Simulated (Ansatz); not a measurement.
# CH6AlBFNO: how energies converge with the basis set

Aim: see how fast density functionals converge with the basis set for CH6AlBFNO.

Program: Ansatz 0.2.0, Gaussian basis. Level of theory: one geometry, several basis sets. These are calculated values, not measurements.

Plan: PBE0-D4/def2-SVP; ωB97M-V/def2-SVP; PBE0-D4/def2-QZVPP; ωB97M-V/def2-QZVPP; the functionals' def2-TZVPP values are taken from earlier runs.

### Step 1. Structure used throughout

An earlier PBE0-D4 in a triple-zeta def2 set relaxation fixed the geometry.

12 atoms, charge 0, spin multiplicity 1.

Atoms are counted from 1 here; the program's logs count them from 0.

Bond lengths: B1–Al2 2.125 Å, B1–H7 1.201 Å, B1–H8 1.203 Å, Al2–O3 1.811 Å, Al2–N5 2.069 Å, Al2–H9 1.597 Å, O3–C4 1.323 Å, C4–N5 1.501 Å, C4–F6 1.386 Å, C4–H10 1.098 Å, N5–H11 1.014 Å, N5–H12 1.014 Å. Angles: Al2–B1–H7 122.7°, Al2–B1–H8 123.7°, H7–B1–H8 113.6°, B1–Al2–O3 117.5°, B1–Al2–N5 114.6°, B1–Al2–H9 121.9°, O3–Al2–N5 70.8°, O3–Al2–H9 114.6°, N5–Al2–H9 105.1°, Al2–O3–C4 99.3°, O3–C4–N5 106.0°, O3–C4–F6 112.7°, O3–C4–H10 114.9°, N5–C4–F6 105.0°, N5–C4–H10 111.8°, F6–C4–H10 106.0°, Al2–N5–C4 83.3°, Al2–N5–H11 115.6° and more.

### Step 2. PBE0-D4 in def2-SVP

The input, in.yaml:

```yaml
crystal:
  periodic: [false, false, false]
  atoms:
    - {symbol: B, position_ang: [-1.370587, -1.417560, 1.434842]}
    - {symbol: Al, position_ang: [0.468664, -0.591101, 0.763903]}
    - {symbol: O, position_ang: [0.619928, 1.213883, 0.749701]}
    - {symbol: C, position_ang: [0.481839, 1.430974, -0.548229]}
    - {symbol: N, position_ang: [0.448912, 0.076741, -1.193930]}
    - {symbol: F, position_ang: [-0.736107, 2.010566, -0.865758]}
    - {symbol: H, position_ang: [-1.734037, -1.349314, 2.577477]}
    - {symbol: H, position_ang: [-2.137527, -2.008384, 0.720734]}
    - {symbol: H, position_ang: [1.852748, -1.372410, 0.923284]}
    - {symbol: H, position_ang: [1.249189, 2.077404, -0.993604]}
    - {symbol: H, position_ang: [1.288958, -0.111837, -1.729181]}
    - {symbol: H, position_ang: [-0.355079, -0.014162, -1.805138]}
basis:
  gaussian: {orbitals: def2-SVP}
hamiltonian: {xc: pbe0, dispersion: d4}
output: {orbitals: {seedname: orbitals}}
```

Further steps of the session: ωB97M-V in def2-SVP; PBE0-D4 in def2-QZVPP; ωB97M-V in def2-QZVPP.

Before running them: what should the planned runs give, taken together? Wanted: PBE0-D4: double and triple zeta above quadruple; ωB97M-V: double and triple zeta above quadruple.

The runs gave:

| quantity | value |
| --- | --- |
| PBE0-D4: double and triple zeta above quadruple | 12.45, 0.65 eV |
| ωB97M-V: double and triple zeta above quadruple | 12.70, 0.62 eV |

PBE0-D4 gains 11.80 eV from double to triple zeta, then 0.65 eV more. Total energies overstate the basis error of differences, where much of it tends to cancel.
